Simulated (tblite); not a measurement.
## A script for In₃SbAs₂ (GFN2-xTB)

These are simulated results from tblite 0.8.0, not measurements. The cell was built from a prototype and was relaxed with r2SCAN in plane waves (Ansatz 0.2.0). It may be hypothetical. All runs are without spin polarisation.

The symmetry is I-4m2 (No. 119, tetragonal); conventional cell a = 4.429 Å, c = 18.760 Å, 30.66 Å³ an atom. As is surrounded by 4 In at 2.67 Å; In is surrounded by 4 As at 2.67 Å; In is surrounded by 2 As at 2.67 Å and 2 Sb at 2.80 Å; Sb is surrounded by 4 In at 2.80 Å.

tblite solves periodic systems at the zone centre alone, so the script builds a cluster of 2×2×1 conventional cells (48 atoms), which folds in a coarse mesh of k points.

run.py reads:

```python
import json
from ase import Atoms
from ase.build import make_supercell
from ase.units import Bohr, GPa, Hartree
from tblite.interface import Calculator

atoms = Atoms(['As', 'In', 'As', 'In', 'Sb', 'In'],
              cell=[[-2.21429795, 2.21429795, 9.38011673], [2.21429795, -2.21429795, 9.38011673], [2.21429795, 2.21429795, -9.38011673]],
              scaled_positions=[[0.170692628, 0.170692628, 0.0], [0.75, 0.25, 0.5], [0.829307372, 0.829307372, 0.0], [0.408877216, 0.908877216, 0.5], [0.5, 0.5, 0.0], [0.091122784, 0.591122784, 0.5]],
              pbc=True)
cluster = make_supercell(atoms, [[0, 2, 2], [2, 0, 2], [1, 1, 0]])
calc = Calculator('GFN2-xTB', cluster.numbers, cluster.positions / Bohr, lattice=cluster.cell[:] / Bohr, periodic=cluster.pbc)
calc.set('temperature', 0.02 / Hartree)
calc.set('max-iter', 150)
res = calc.singlepoint()
levels = res.get('orbital-energies') * Hartree
nv = round(res.get('orbital-occupations').sum() / 2)
cells = len(cluster) // len(atoms)
out = {'energy_per_cell': res.get('energy') * Hartree / cells, 'homo': levels[nv - 1], 'lumo': levels[nv],
       'stress': (-res.get('virial') * Hartree / cluster.get_volume() / GPa).tolist(), 'charges': res.get('charges')[:len(atoms)].tolist(), 'electrons': 2 * nv / cells}
json.dump(out, open('results.json', 'w'))
for key, value in out.items():
    print(key, value)
```

Command: `python run.py`. It took 16 s on 1 thread of Arm Neoverse N1 (shared host), peak memory 0.12 GiB.

What it printed:

```
------------------------------------------------------------
  cycle        total energy    energy error   density error
------------------------------------------------------------
      1     -83.14860588897  -8.3381396E+01   4.1961650E-01
      2     -66.49425323574   1.6654353E+01   7.7987870E-01
      3     -84.94646569006  -1.8452212E+01   3.4781148E-01
      4     -84.59066378771   3.5580190E-01   2.9367500E-01
      5     -84.06010448325   5.3055930E-01   3.0749578E-01
      6     -85.14545253634  -1.0853481E+00   2.2678189E-01
      7     -85.16851866524  -2.3066129E-02   2.2323559E-01
      8     -85.14024351115   2.8275154E-02   2.2364293E-01
      9     -85.28738215098  -1.4713864E-01   2.0369486E-01
     10     -85.37546428280  -8.8082132E-02   1.6245624E-01
     11     -85.44702028217  -7.1555999E-02   1.4962453E-01
     12     -85.47361080995  -2.6590528E-02   1.4646049E-01
     13     -85.47108111569   2.5296943E-03   1.4673846E-01
     14     -85.48959910156  -1.8517986E-02   1.4622716E-01
     15     -85.48393258016   5.6665214E-03   1.4484426E-01
     16     -85.35718853255   1.2674405E-01   1.5872469E-01
     17     -85.34583040300   1.1358130E-02   1.6321863E-01
     18     -85.35132438179  -5.4939788E-03   1.6161687E-01
     19     -85.46067128461  -1.0934690E-01   1.4358343E-01
     20     -85.67982169136  -2.1915041E-01   1.3099634E-01
     21     -85.67166122649   8.1604649E-03   1.1483804E-01
     22     -85.69834704584  -2.6685819E-02   1.0850715E-01
     23     -85.74526384193  -4.6916796E-02   1.0017432E-01
     24     -85.74259879810   2.6650438E-03   1.0051947E-01
     25     -85.76869990212  -2.6101104E-02   9.7997024E-02
     26     -85.78217204830  -1.3472146E-02   9.1170727E-02
     27     -85.79168414883  -9.5121005E-03   8.6528383E-02
     28     -85.80107453079  -9.3903820E-03   8.2187461E-02
     29     -85.81233087278  -1.1256342E-02   8.6136146E-02
     30     -85.80864141885   3.6894539E-03   8.7827290E-02
     31     -85.80782941689   8.1200196E-04   8.5851821E-02
     32     -85.80887313819  -1.0437213E-03   8.1439950E-02
     33     -85.81306087329  -4.1877351E-03   7.8827808E-02
     34     -85.81207693951   9.8393379E-04   8.1300886E-02
     35     -85.81136663418   7.1030533E-04   7.8871526E-02
     36     -85.82242902410  -1.1062390E-02   6.6216399E-02
     37     -85.83335583402  -1.0926810E-02   5.7723124E-02
     38     -85.84565158088  -1.2295747E-02   4.1649056E-02
     39     -85.84853519512  -2.8836142E-03   3.9267619E-02
     40     -85.84873387436  -1.9867924E-04   3.8784862E-02
     41     -85.85024001846  -1.5061441E-03   3.6453601E-02
     42     -85.85531704513  -5.0770267E-03   2.7784445E-02
     43     -85.85891152912  -3.5944840E-03   2.5379600E-02
     44     -85.85895617484  -4.4645717E-05   2.7125179E-02
     45     -85.85908694098  -1.3076614E-04   2.6988075E-02
     46     -85.86078000944  -1.6930685E-03   2.7382613E-02
     47     -85.86230619167  -1.5261822E-03   2.8499611E-02
     48     -85.86249067403  -1.8448237E-04   2.9077774E-02
     49     -85.86229756170   1.9311234E-04   2.9766420E-02
     50     -85.86263084034  -3.3327865E-04   3.2729085E-02
[... 5 lines left out ...]
     56     -85.86339146180  -1.7902783E-04   2.4587690E-02
     57     -85.86336169423   2.9767570E-05   2.4891164E-02
     58     -85.86344179742  -8.0103192E-05   2.3729135E-02
     59     -85.86383953641  -3.9773899E-04   1.9844431E-02
     60     -85.86396573287  -1.2619646E-04   1.7745605E-02
     61     -85.86388733787   7.8394995E-05   1.7128530E-02
     62     -85.86410437117  -2.1703329E-04   1.4700676E-02
     63     -85.86417842239  -7.4051226E-05   1.4270597E-02
     64     -85.86420563373  -2.7211336E-05   1.3866314E-02
     65     -85.86408484500   1.2078872E-04   1.4198193E-02
     66     -85.86410058705  -1.5742046E-05   1.3904908E-02
     67     -85.86398194122   1.1864583E-04   1.3990946E-02
     68     -85.86396416988   1.7771337E-05   1.4609196E-02
     69     -85.86413440264  -1.7023276E-04   1.4861613E-02
     70     -85.86410937977   2.5022864E-05   1.4446252E-02
     71     -85.86416108193  -5.1702159E-05   1.5368526E-02
     72     -85.86405759082   1.0349111E-04   1.4522861E-02
     73     -85.86408250166  -2.4910839E-05   1.4483584E-02
     74     -85.86392695717   1.5554448E-04   1.3760882E-02
     75     -85.86378588766   1.4106951E-04   1.2154723E-02
     76     -85.86366841020   1.1747746E-04   1.3592685E-02
     77     -85.86387972051  -2.1131031E-04   9.9427603E-03
     78     -85.86451511531  -6.3539481E-04   9.5976478E-03
     79     -85.86456608734  -5.0972034E-05   1.0905349E-02
     80     -85.86445332312   1.1276422E-04   1.3551661E-02
     81     -85.86428323325   1.7008987E-04   1.7258636E-02
     82     -85.86454126717  -2.5803392E-04   1.1394309E-02
     83     -85.86474366293  -2.0239576E-04   1.0247553E-02
     84     -85.86475099533  -7.3324077E-06   1.0040926E-02
     85     -85.86492064386  -1.6964853E-04   8.4763442E-03
     86     -85.86489650047   2.4143393E-05   8.3830527E-03
     87     -85.86481949140   7.7009069E-05   7.6635998E-03
     88     -85.86480447144   1.5019959E-05   7.6997450E-03
     89     -85.86467983700   1.2463444E-04   7.8723814E-03
     90     -85.86444161587   2.3822113E-04   8.5115582E-03
     91     -85.86396828920   4.7332667E-04   8.5024263E-03
     92     -85.86402015992  -5.1870718E-05   7.9511932E-03
     93     -85.86407306259  -5.2902666E-05   7.7280633E-03
     94     -85.86389724095   1.7582163E-04   7.5942012E-03
     95     -85.86371880338   1.7843757E-04   7.5704691E-03
     96     -85.86365455785   6.4245531E-05   7.6240290E-03
     97     -85.86375240676  -9.7848914E-05   7.3899640E-03
     98     -85.86364314500   1.0926177E-04   7.5708168E-03
     99     -85.86350268349   1.4046151E-04   7.6626472E-03
    100     -85.86358919324  -8.6509752E-05   7.1966538E-03
    101     -85.86369343811  -1.0424487E-04   7.1256577E-03
    102     -85.86394041274  -2.4697463E-04   6.9210064E-03
    103     -85.86382341378   1.1699896E-04   7.1022449E-03
    104     -85.86374669661   7.6717169E-05   7.1827785E-03
    105     -85.86362712431   1.1957230E-04   7.2395827E-03
    106     -85.86366603717  -3.8912865E-05   7.1938811E-03
    107     -85.86363727137   2.8765800E-05   7.2186625E-03
    108     -85.86375215743  -1.1488606E-04   7.1125188E-03
    109     -85.86379622195  -4.4064513E-05   7.0576646E-03
    110     -85.86370938232   8.6839630E-05   7.1888133E-03
    111     -85.86351137587   1.9800645E-04   7.5760848E-03
    112     -85.86358591547  -7.4539602E-05   7.5178731E-03
    113     -85.86374353352  -1.5761805E-04   7.1964884E-03
    114     -85.86405117385  -3.0764033E-04   6.6955255E-03
    115     -85.86389462588   1.5654797E-04   6.8898903E-03
    116     -85.86370939491   1.8523097E-04   6.9179842E-03
    117     -85.86413330881  -4.2391390E-04   6.3450252E-03
    118     -85.86417657771  -4.3268902E-05   6.2918053E-03
    119     -85.86405975371   1.1682400E-04   6.4240991E-03
    120     -85.86436345105  -3.0369734E-04   6.0378757E-03
    121     -85.86491680159  -5.5335054E-04   5.3524453E-03
    122     -85.86521702342  -3.0022183E-04   4.7315810E-03
    123     -85.86503686557   1.8015785E-04   5.0520618E-03
    124     -85.86438886118   6.4800439E-04   5.8832298E-03
    125     -85.86430442696   8.4434226E-05   6.0123344E-03
    126     -85.86447477185  -1.7034489E-04   5.8123694E-03
    127     -85.86460337299  -1.2860114E-04   5.6344824E-03
    128     -85.86461424807  -1.0875080E-05   5.6153560E-03
    129     -85.86462818836  -1.3940293E-05   5.5889529E-03
    130     -85.86461346293   1.4725434E-05   5.5879799E-03
    131     -85.86468053790  -6.7074973E-05   5.4620631E-03
    132     -85.86509394380  -4.1340590E-04   4.6924268E-03
    133     -85.86544707807  -3.5313427E-04   3.9954120E-03
    134     -85.86551359671  -6.6518642E-05   3.8460079E-03
    135     -85.86541372201   9.9874696E-05   4.0282343E-03
    136     -85.86540319943   1.0522585E-05   4.0399317E-03
    137     -85.86585646494  -4.5326551E-04   3.0168006E-03
    138     -85.86618601245  -3.2954751E-04   1.8303445E-03
    139     -85.86624910569  -6.3093242E-05   1.5405037E-03
    140     -85.86628691363  -3.7807947E-05   1.3620270E-03
    141     -85.86628955213  -2.6384913E-06   1.3217233E-03
    142     -85.86628748578   2.0663469E-06   1.2961334E-03
    143     -85.86631494012  -2.7454337E-05   1.2292087E-03
    144     -85.86635582755  -4.0887437E-05   8.9184974E-04
    145     -85.86634930362   6.5239382E-06   9.7046476E-04
    146     -85.86633384099   1.5462620E-05   1.1797314E-03
    147     -85.86633439776  -5.5676675E-07   1.1705608E-03
    148     -85.86632707629   7.3214703E-06   1.2553863E-03
    149     -85.86631865424   8.4220479E-06   1.3136915E-03
    150     -85.86632343919  -4.7849465E-06   1.2750829E-03
------------------------------------------------------------

 total:                                  14.585 sec
tblite.exceptions.TBLiteRuntimeError: SCF not converged in 150 cycles
```

The self-consistent cycle didn't converge within its limit, so this run gives no property of the crystal.

xTB was fitted mostly to molecules, and a small cluster samples few k points, so gaps, pressures and kinks along a curve can be far from a solid's.

No spin-orbit coupling is included; it can move band edges with weight on the heavy atoms by tenths of an eV.
